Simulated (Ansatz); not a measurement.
This script makes a fixed-spin-moment curve of TcNi, space group P-6m2 with Ansatz 0.2.0 through its Python package.

`tcni_fsm.py`
```python
"""Energy of TcNi against a locked total moment."""

import ansatz as az
from tabulate import tabulate


def main() -> None:
    lattice = az.Lattice.of(
        (2.654164, 0.0, 0.0),
        (-1.327082, 2.298573, 0.0),
        (0.0, 0.0, 4.200923),
    )
    sites = [
        ("Ni", (0.0, 0.0, 0.5)),
        ("Tc", (2 / 3, 1 / 3, 0.0)),
    ]
    xtal = az.Crystal(lattice=lattice)
    for symbol, position in sites:
        xtal = xtal.atom(symbol, position)

    calculation = (
        xtal.calculation()
        .functional("PBEsol")
        .pseudopotentials("paw")
        .basis(500)
        .kpoints(10, 10, 6, center="gamma")
        .occupations("cold", width=50 * az.meV)
    )
    # a hard lock holds the total moment, with one Fermi level a spin
    rows = []
    for total in [0.0, 0.3, 0.6, 0.9, 1.2, 1.5, 1.8]:
        rep = calculation.spin("collinear", total=total, lock="hard").run(threads=1, pin="off").report
        up, down = rep["spin_fermi_energies_ev"]
        rows.append((total, rep["free_energy_ev"], up - down, rep["absolute_magnetization_mub"]))
    reference = rows[0][1]
    rows = [(m, 1000 * (e - reference), split, size) for m, e, split, size in rows]
    print(tabulate(rows, headers=["total muB", "F - F(0) meV", "EF up - down eV", "absolute muB"], floatfmt=".4f", tablefmt="github"))
    best = min(rows, key=lambda row: row[1])
    print(f"lowest at {best[0]} muB per cell, {best[1]:.1f} meV against the first point")


if __name__ == "__main__":
    main()
```

At which total moment is the energy lowest, and how steeply does it rise?

The lowest point lies at 0 μB a cell, the first of the scan; at 1.8 μB the energy is 393 meV above the lowest.

The run itself:

Running `python tcni_fsm.py` prints:
```text
RunWarning: this spin-polarised run has no starting moment large enough to seed its density, and nothing else in its deck makes the two spin channels differ, so an SCF from that start keeps the magnetisation at zero until it first converges, unless a state found ahead of a linear-response series gives it moments (lr_reference_state). Behind a single point's SCF or a chain's scf step, and behind the single point that a walk or a batch makes first, from which its own SCFs then go on, or that a [...]
|   total muB |   F - F(0) meV |   EF up - down eV |   absolute muB |
|-------------|----------------|-------------------|----------------|
|      0.0000 |         0.0000 |            0.0000 |         0.0000 |
|      0.3000 |         0.9213 |            0.0069 |         0.3049 |
|      0.6000 |         3.6764 |            0.0598 |         0.6103 |
|      0.9000 |        40.4735 |            0.4653 |         0.9107 |
|      1.2000 |       134.6327 |            0.7613 |         1.2148 |
|      1.5000 |       254.2750 |            0.8612 |         1.5163 |
|      1.8000 |       393.2540 |            0.9910 |         1.8166 |
lowest at 0.0 muB per cell, 0.0 meV against the first point
```
(Warnings from the package without file and line, shortened.)

Notes:
- For a metal this k-point mesh is coarse: on a finer one energies can move by several to tens of meV an atom and pressures by half a GPa or more, differences at one mesh by less.
- This cell is a computed structure, which may not be the phase found in nature.
- Only points where the Fermi levels of the two spins meet (minima, maxima and zero moment) are free solutions; a shallow minimum can lie between the points.
- The whole script took 100 s on 1 thread of Arm Neoverse V1, on a shared host, peak memory 0.43 GiB.

(Lines on the test bed's own set-up are left out of the output.)
